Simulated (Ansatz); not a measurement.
# TiO2 (Anatase): the cost of one run

Computed with Ansatz 0.2.0 (DFT r2SCAN, scalar-relativistic, plane waves, PAW, unless a step's input says otherwise).

1 further run of the same task is left out (set aside as unsound or not needed).

## (1) The system as given

It takes space group I4_1/amd (No. 141, tetragonal). Conventional cell: a = 3.778 Å, b = 3.778 Å, c = 9.583 Å, α = 90.00°, β = 90.00°, γ = 90.00°. Ti (site symmetry -4m2) has 6 O at 1.93 to 1.99 Å as nearest neighbours. Around O (site symmetry 2mm) lie 3 Ti at 1.93 to 1.99 Å.

As a file:

```
Ti O
1.0
    -1.88896    1.88896    4.79174
     1.88896   -1.88896    4.79174
     1.88896    1.88896   -4.79174
Ti O
2 4
Direct
  0.00000 0.00000 0.00000
  0.75000 0.25000 0.50000
  0.20728 0.20728 0.00000
  0.95728 0.45728 0.50000
  0.54272 0.04272 0.50000
  0.79272 0.79272 0.00000
```

It is the result of an earlier relaxation at this level (volume 11.40 Å³/atom; gap on the mesh: 2.57 eV).

## (2) Band edges and mean potential of the bulk

File input.yaml:

```yaml
crystal:
  lattice:
    - [-1.8889611496, 1.8889611496, 4.7917441185]
    - [1.8889611496, -1.8889611496, 4.7917441185]
    - [1.8889611496, 1.8889611496, -4.7917441185]
  atoms:
    - { symbol: Ti, position: [0.0, 0.0, 0.0] }
    - { symbol: Ti, position: [0.75, 0.25, 0.5] }
    - { symbol: O, position: [0.2072814058, 0.2072814058, 0.0] }
    - { symbol: O, position: [0.9572814058, 0.4572814058, 0.5] }
    - { symbol: O, position: [0.5427185942, 0.0427185942, 0.5] }
    - { symbol: O, position: [0.7927185942, 0.7927185942, 0.0] }
basis:
  ecutwfc: 500
kpoints:
  mp_grid: { grid: [8, 8, 8] }
  band_path: { path: [VBM, CBM], npoints: 2 }
hamiltonian:
  xc: r2scan
scf:
  occupations: { method: gaussian, width: 0.02 }
output:
  forces: true
  stress: true
  eigenvalues: true
```

The run is started by

```
$ ansatz run input.yaml --threads 2 --pin off --max-ram 5120MiB --backend cpu --events-out ev --progress --plain --runs-dir out
```

Q: Estimate wall time and peak memory on 2 threads of Intel Xeon Platinum 8375C at 2.90GHz (Ice Lake), shared host.

About 18 s, with a peak of 0.65 GiB.
